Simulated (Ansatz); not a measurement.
# ClH₄NSi + HCl + H₂O: a complex and its separated parts, part 3 of 3

Ansatz 0.2.0, Gaussian basis. The steps go on from the part before.

### 19 RPA on PBE/def2-TZVPP

The inputs:

parta/in.yaml

```yaml
crystal:
  periodic: [false, false, false]
  atoms:
    - {symbol: Si, position_ang: [-1.483569, -0.354308, 0.108582]}
    - {symbol: H, position_ang: [-1.027949, -0.603785, -1.275189]}
    - {symbol: H, position_ang: [-1.599431, -1.585694, 0.917873]}
    - {symbol: Cl, position_ang: [-3.408081, 0.393870, -0.059046]}
    - {symbol: N, position_ang: [-0.365784, 0.680841, 0.864551]}
    - {symbol: H, position_ang: [-0.023650, 1.498561, 0.385764]}
    - {symbol: H, position_ang: [-0.403650, 0.831343, 1.859971]}
basis:
  gaussian: {orbitals: def2-TZVPP}
hamiltonian: {xc: pbe}
correlation: {method: rpa}
```

partb/in.yaml

```yaml
crystal:
  periodic: [false, false, false]
  atoms:
    - {symbol: Cl, position_ang: [1.581647, -1.931117, 0.558154]}
    - {symbol: H, position_ang: [1.880736, -0.909056, -0.149974]}
basis:
  gaussian: {orbitals: def2-TZVPP}
hamiltonian: {xc: pbe}
correlation: {method: rpa}
```

partc/in.yaml

```yaml
crystal:
  periodic: [false, false, false]
  atoms:
    - {symbol: H, position_ang: [1.115346, 0.871793, -0.503000]}
    - {symbol: O, position_ang: [1.942014, 0.563163, -0.880035]}
    - {symbol: H, position_ang: [1.792171, 0.544392, -1.827651]}
basis:
  gaussian: {orbitals: def2-TZVPP}
hamiltonian: {xc: pbe}
correlation: {method: rpa}
```

Each run has its own folder and the same command.

Started as:

```
ansatz run in.yaml --threads 8 --pin off --events-out ev --progress --plain --max-ram 19148MiB
```

parta printed (excerpt; [...] marks lines left out):

```text
Functional definition: PBE
  name "PBE"
  cite "Perdew, Burke & Ernzerhof, Phys. Rev. Lett. 77, 3865 (1996) doi:10.1103/PhysRevLett.77.3865"
  parent pbe
[...]
987 factors; integrals over basis functions are off by at most 1.1e-3 eV
[...]
mean field -21947.82477930 eV, -806.5676838692 hartree, gradient 7.0e-7 eV, S^2 0.000000; 0 other end points of the search recorded, 0 dependent functions left out
11 core orbitals not correlated: weight in the atoms' cores, before any rotation towards them, 1.000 or more for the frozen orbitals, at most 0.000 for the correlated occupied ones
reference -21913.59875577 eV, -805.3099007038 hartree; 10, 10 occupied and 150, 150 virtual orbitals, 987 factors
Total energy: -21938.00967862 eV, -806.2069855723 hartree
```

partb printed (excerpt; [...] marks lines left out):

```text
[... 4 set-up lines as earlier in the session ...]
[...]
322 factors; integrals over basis functions are off by at most 1.4e-3 eV
[...]
mean field -12534.30962840 eV, -460.6273827836 hartree, gradient 3.3e-6 eV, S^2 0.000000; 0 other end points of the search recorded, 0 dependent functions left out
5 core orbitals not correlated: weight in the atoms' cores, before any rotation towards them, 1.000 or more for the frozen orbitals, at most 0.000 for the correlated occupied ones
reference -12519.65922918 eV, -460.0889905426 hartree; 4, 4 occupied and 47, 47 virtual orbitals, 322 factors
Total energy: -12529.02200912 eV, -460.4330663590 hartree
```

Output in partc (excerpt; [...] marks lines left out):

```text
[... 4 set-up lines as earlier in the session ...]
[...]
361 factors; integrals over basis functions are off by at most 7.6e-4 eV
[...]
mean field -2078.40754637 eV, -76.3800685338 hartree, gradient 2.1e-6 eV, S^2 0.000000; 0 other end points of the search recorded, 0 dependent functions left out
1 core orbitals not correlated: weight in the atoms' cores, before any rotation towards them, 1.000 or more for the frozen orbitals, at most 0.000 for the correlated occupied ones
reference -2069.53697974 eV, -76.0540812228 hartree; 4, 4 occupied and 54, 54 virtual orbitals, 361 factors
Total energy: -2080.48259207 eV, -76.4563250568 hartree
```

Times: 1.1 s (parta), 0.2 s (partb), 0.2 s (partc) on 8 threads of Arm Neoverse V1, shared host.

### 20 CCSD(T)/def2-TZVPP

The same edit goes into each in.yaml of step 19 (parta, partb, partc):

```diff
-hamiltonian: {xc: pbe}
-correlation: {method: rpa}
+correlation: {method: ccsd_t}
```

Each run has its own folder and the same command.

Started as:

```
ansatz run in.yaml --threads 8 --pin off --events-out ev --progress --plain --max-ram 19148MiB
```

Output in parta (excerpt; [...] marks lines left out):

```text
Functional definition: HF
  name "HF"
  cite "Fock, Z. Phys. 61, 126 (1930) doi:10.1007/BF01340294"
[... 1 set-up line as earlier in the session ...]
[...]
987 factors; integrals over basis functions are off by at most 1.1e-3 eV
[...]
mean field -21914.63588897 eV, -805.3480146457 hartree, gradient 3.6e-6 eV, S^2 0.000000; 0 other end points of the search recorded, 0 dependent functions left out
11 core orbitals not correlated: weight in the atoms' cores, before any rotation towards them, 1.000 or more for the frozen orbitals, at most 0.000 for the correlated occupied ones
reference -21914.63588897 eV, -805.3480146457 hartree; 10, 10 occupied and 150, 150 virtual orbitals, 987 factors
second order -14.43598146 eV of doubles, -0.00000000 eV of singles
cycle   1  -15.10095327 eV  change   -6.6e-1 eV  update   7.2e-2
[...]
cycle   9  -15.49368335 eV  change    1.8e-6 eV  update   8.2e-6
perturbative correction -0.58367695 eV, -0.0214497322 hartree
Total energy: -21930.71324927 eV, -805.9388467392 hartree
```

Output in partb (excerpt; [...] marks lines left out):

```text
[... 4 set-up lines as earlier in the session ...]
[...]
322 factors; integrals over basis functions are off by at most 1.4e-3 eV
[...]
mean field -12519.93377885 eV, -460.0990800570 hartree, gradient 2.9e-6 eV, S^2 0.000000; 0 other end points of the search recorded, 0 dependent functions left out
5 core orbitals not correlated: weight in the atoms' cores, before any rotation towards them, 1.000 or more for the frozen orbitals, at most 0.000 for the correlated occupied ones
reference -12519.93377885 eV, -460.0990800570 hartree; 4, 4 occupied and 47, 47 virtual orbitals, 322 factors
second order -5.53926330 eV of doubles, -0.00000000 eV of singles
cycle   1  -5.96028830 eV  change   -4.2e-1 eV  update   3.9e-2
[...]
cycle   7  -6.10183291 eV  change   -6.0e-6 eV  update   7.9e-6
perturbative correction -0.21572457 eV, -0.0079277318 hartree
Total energy: -12526.25133634 eV, -460.3312460123 hartree
```

Log of partc (excerpt; [...] marks lines left out):

```text
[... 4 set-up lines as earlier in the session ...]
[...]
361 factors; integrals over basis functions are off by at most 7.6e-4 eV
[...]
mean field -2069.76242294 eV, -76.0623661078 hartree, gradient 3.6e-6 eV, S^2 0.000000; 0 other end points of the search recorded, 0 dependent functions left out
1 core orbitals not correlated: weight in the atoms' cores, before any rotation towards them, 1.000 or more for the frozen orbitals, at most 0.000 for the correlated occupied ones
reference -2069.76242294 eV, -76.0623661078 hartree; 4, 4 occupied and 54, 54 virtual orbitals, 361 factors
second order -7.10554869 eV of doubles, -0.00000000 eV of singles
cycle   1  -7.11161476 eV  change   -6.1e-3 eV  update   4.1e-2
[...]
cycle   8  -7.26606775 eV  change    3.4e-6 eV  update   7.2e-6
perturbative correction -0.20740116 eV, -0.0076218520 hartree
Total energy: -2077.23589186 eV, -76.3370110247 hartree
```

They took 7 s (parta), 0.2 s (partb), 0.2 s (partc) on 8 threads of Arm Neoverse V1, shared host; peak memory 1.4 GiB.

### 21 Vibrations of ClH₄NSi

Contents of vib-parta/in.yaml:

```yaml
crystal:
  periodic: [false, false, false]
  atoms:
    - {symbol: Si, position_ang: [-1.483569, -0.354308, 0.108582]}
    - {symbol: H, position_ang: [-1.027949, -0.603785, -1.275189]}
    - {symbol: H, position_ang: [-1.599431, -1.585694, 0.917873]}
    - {symbol: Cl, position_ang: [-3.408081, 0.393870, -0.059046]}
    - {symbol: N, position_ang: [-0.365784, 0.680841, 0.864551]}
    - {symbol: H, position_ang: [-0.023650, 1.498561, 0.385764]}
    - {symbol: H, position_ang: [-0.403650, 0.831343, 1.859971]}
basis:
  gaussian: {orbitals: def2-TZVP}
hamiltonian: {xc: pbe0, dispersion: d4}
phonons: {temperatures: {t_min: 298.15, t_max: 900, t_step: 200}}
```

Started as:

```
ansatz run in.yaml --threads 8 --pin off --events-out ev --progress --plain --max-ram 19148MiB
```

The log of the run (excerpt; [...] marks lines left out):

```text
[... 5 set-up lines as earlier in the session ...]
[...]
867 factors; their error is unknown
[...]
mean field -21949.75643668 eV, -806.6386709688 hartree, gradient 1.5e-5 eV, S^2 0.000000; 0 other end points of the search recorded, 0 dependent functions left out
[...]
Atom 4 at    -0.365784     0.680841     0.864551 Å, force     0.001221     0.000386     0.000731 eV/Å
Atom 5 at    -0.023650     1.498561     0.385764 Å, force     0.000860     0.000062    -0.000320 eV/Å
Atom 6 at    -0.403650     0.831343     1.859971 Å, force    -0.000682     0.000970     0.000418 eV/Å
Dipole moment:     0.354420     0.156936     0.163788 e Å
Vibrations: 232.60 242.12 429.15 526.27 536.38 758.75 875.23 899.20 911.68 939.98 1585.14 2261.32 2271.00 3603.50 3696.61 cm⁻¹, zero-point energy 1.225516 eV
```

It took 18 s on 8 threads of Arm Neoverse V1, shared host.

The modes, with what each moves most:

| mode | wavenumber (cm⁻¹) | character |
| --- | --- | --- |
| 1 | 233 | bend |
| 2 | 242 | torsion |
| 3 | 429 | torsion |
| 4 | 526 | Si–Cl stretch |
| 5 | 536 | bend with torsion |
| 6 | 759 | bend |
| 7 | 875 | Si–N stretch with bend |
| 8 | 899 | bend with torsion |
| 9 | 912 | bend |
| 10 | 940 | bend with torsion |
| 11 | 1585 | bend |
| 12 | 2261 | Si–H stretch |
| 13 | 2271 | Si–H stretch |
| 14 | 3604 | N–H stretch |
| 15 | 3697 | N–H stretch |

Vibrational sums (real modes only):

| T (K) | entropy (J/mol/K) | heat capacity (J/mol/K) |
| --- | --- | --- |
| 298 | 27.1 | 42.2 |
| 498 | 54.6 | 64.9 |
| 698 | 78.9 | 78.7 |
| 898 | 99.9 | 88.2 |

### 22 Vibrations of HCl

Contents of vib-partb/in.yaml:

```yaml
crystal:
  periodic: [false, false, false]
  atoms:
    - {symbol: Cl, position_ang: [1.581647, -1.931117, 0.558154]}
    - {symbol: H, position_ang: [1.880736, -0.909056, -0.149974]}
basis:
  gaussian: {orbitals: def2-TZVP}
hamiltonian: {xc: pbe0, dispersion: d4}
phonons: {temperatures: {t_min: 298.15, t_max: 900, t_step: 200}}
```

Started as:

```
ansatz run in.yaml --threads 8 --pin off --events-out ev --progress --plain --max-ram 19148MiB
```

The log of the run (excerpt; [...] marks lines left out):

```text
[... 5 set-up lines as earlier in the session ...]
[...]
312 factors; their error is unknown
[...]
mean field -12535.31645841 eV, -460.6643831037 hartree, gradient 4.2e-5 eV, S^2 0.000000; 0 other end points of the search recorded, 0 dependent functions left out
[...]
reference -12535.31637415 eV, -460.6643800075 hartree; 9, 9 occupied and 34, 34 virtual orbitals, 312 factors
Total energy: -12535.32105166 eV, -460.6645519027 hartree
Atom 0 at     1.581647    -1.931117     0.558154 Å, force     0.000004     0.000015    -0.000010 eV/Å
Atom 1 at     1.880736    -0.909056    -0.149974 Å, force    -0.000004    -0.000015     0.000010 eV/Å
Dipole moment:     0.061418     0.209879    -0.145414 e Å
Vibrations: 2996.99 cm⁻¹, zero-point energy 0.185790 eV
```

Run time: 0.9 s. Hardware: 8 threads of Arm Neoverse V1, shared host.

The modes, with what each moves most:

| mode | wavenumber (cm⁻¹) | character |
| --- | --- | --- |
| 1 | 2997 | Cl–H stretch |

Vibrational sums (real modes only):

| T (K) | entropy (J/mol/K) | heat capacity (J/mol/K) |
| --- | --- | --- |
| 298 | 0.0 | 0.0 |
| 498 | 0.0 | 0.1 |
| 698 | 0.1 | 0.7 |
| 898 | 0.4 | 1.6 |

### 23 Vibrations of H₂O

Contents of vib-partc/in.yaml:

```yaml
crystal:
  periodic: [false, false, false]
  atoms:
    - {symbol: H, position_ang: [1.115346, 0.871793, -0.503000]}
    - {symbol: O, position_ang: [1.942014, 0.563163, -0.880035]}
    - {symbol: H, position_ang: [1.792171, 0.544392, -1.827651]}
basis:
  gaussian: {orbitals: def2-TZVP}
hamiltonian: {xc: pbe0, dispersion: d4}
phonons: {temperatures: {t_min: 298.15, t_max: 900, t_step: 200}}
```

Started as:

```
ansatz run in.yaml --threads 8 --pin off --events-out ev --progress --plain --max-ram 19148MiB
```

The log of the run (excerpt; [...] marks lines left out):

```text
[... 5 set-up lines as earlier in the session ...]
[...]
239 factors; their error is unknown
[...]
mean field -2078.33307683 eV, -76.3773318289 hartree, gradient 1.2e-5 eV, S^2 0.000000; 0 other end points of the search recorded, 0 dependent functions left out
[...]
Total energy: -2078.33734663 eV, -76.3774887410 hartree
Atom 0 at     1.115346     0.871793    -0.503000 Å, force    -0.000197     0.000055    -0.000169 eV/Å
Atom 1 at     1.942014     0.563163    -0.880035 Å, force     0.000437    -0.000130     0.000255 eV/Å
Atom 2 at     1.792171     0.544392    -1.827651 Å, force    -0.000240     0.000075    -0.000086 eV/Å
Dipole moment:    -0.360072     0.106880    -0.210394 e Å
Vibrations: 1622.85 3851.67 3959.43 cm⁻¹, zero-point energy 0.584830 eV
```

It took 0.5 s on 8 threads of Arm Neoverse V1, shared host.

The modes, with what each moves most:

| mode | wavenumber (cm⁻¹) | character |
| --- | --- | --- |
| 1 | 1623 | bend |
| 2 | 3852 | O–H stretch |
| 3 | 3959 | O–H stretch |

Vibrational sums (real modes only):

| T (K) | entropy (J/mol/K) | heat capacity (J/mol/K) |
| --- | --- | --- |
| 298 | 0.0 | 0.2 |
| 498 | 0.4 | 1.7 |
| 698 | 1.4 | 3.9 |
| 898 | 2.6 | 6.1 |

### 24 Complex less separated parts

The complex's own energies come from single points at the same levels.

Rows are in def2-TZVPP; times add the 4 runs of a level on a shared host, so small differences are noise.

Differences are taken before rounding.

| method | rung | complex less parts (kcal/mol) | from CCSD(T) (kcal/mol) | time |
| --- | --- | --- | --- | --- |
| SPW92 | LDA | -25.2 | -14.5 | 1.7 s |
| PBE-D4 | GGA | -16.3 | -5.6 | 2.4 s |
| BLYP-D4 | GGA | -14.4 | -3.7 | 2.6 s |
| r2SCAN-D4 | meta-GGA | -14.7 | -4.0 | 5.3 s |
| B97M-V | meta-GGA | -12.7 | -2.0 | 9.2 s |
| PBE0-D4 | hybrid | -14.3 | -3.6 | 3.7 s |
| B3LYP-D4 | hybrid | -13.4 | -2.7 | 3.3 s |
| r2SCAN0-D4 | hybrid | -13.6 | -2.9 | 6.1 s |
| BHLYP-D4 | hybrid | -12.0 | -1.4 | 3.4 s |
| CAM-B3LYP-D4 | range-separated hybrid | -13.6 | -2.9 | 3.9 s |
| wB97X-V | range-separated hybrid | -12.4 | -1.7 | 8 s |
| wB97M-V | range-separated hybrid | -12.7 | -2.0 | 9.3 s |
| B2PLYP | double hybrid | -10.0 | +0.7 | 5.6 s |
| PBE-QIDH | double hybrid | -11.6 | -1.0 | 6 s |
| RPA on PBE | RPA | -8.5 | +2.2 | 5.6 s |
| Hartree-Fock | wavefunction | -0.1 | +10.6 |  |
| MP2 | wavefunction | -12.1 | -1.4 |  |
| CCSD | wavefunction | -8.8 | +1.9 |  |
| CCSD(T) | wavefunction | -10.7 | 0 | 3.2 min |

Among the levels timed on like hardware and quicker than the yardstick, those that no quicker one beats, quickest first: SPW92 (1.7 s, -14.5 kcal/mol); PBE-D4 (2.4 s, -5.6 kcal/mol); BLYP-D4 (2.6 s, -3.7 kcal/mol); B3LYP-D4 (3.3 s, -2.7 kcal/mol); BHLYP-D4 (3.4 s, -1.4 kcal/mol); B2PLYP (5.6 s, +0.7 kcal/mol).

For cost: B2PLYP gets within 0.7 kcal/mol in 5.6 s, where CCSD(T) took 3.2 min; the quickest level in the cost chart, SPW92, takes 1.7 s and misses by 14.5 kcal/mol.

The complex's zero-point energy, from a separate PBE0-D4 run, is 2.173 eV.

### 25 Summary of results

The summary covers parts 1 to 3.

```
                              quantity           value
complex less parts, CCSD(T)/def2-TZVPP  -10.7 kcal/mol
                with zero-point energy   -6.6 kcal/mol
                 largest T1 diagnostic           0.009
```

At CCSD(T) the complex lies 10.7 kcal/mol below its parts. Among the functionals B2PLYP lands nearest to CCSD(T) (+0.7 kcal/mol) and SPW92 farthest (-14.5 kcal/mol). By rung, the mean size of the error is: LDA 14.5, GGA 4.7, meta-GGA 3.0, hybrid 2.6, range-separated hybrid 2.2, double hybrid 0.8 kcal/mol. PBE-D4 gives a relative energy 5.6 kcal/mol too low, outside chemical accuracy (1 kcal/mol). No counterpoise was applied, and triple zeta lacks some correlation, so the CCSD(T) reference has a basis error of its own, and close matches with it are partly luck.
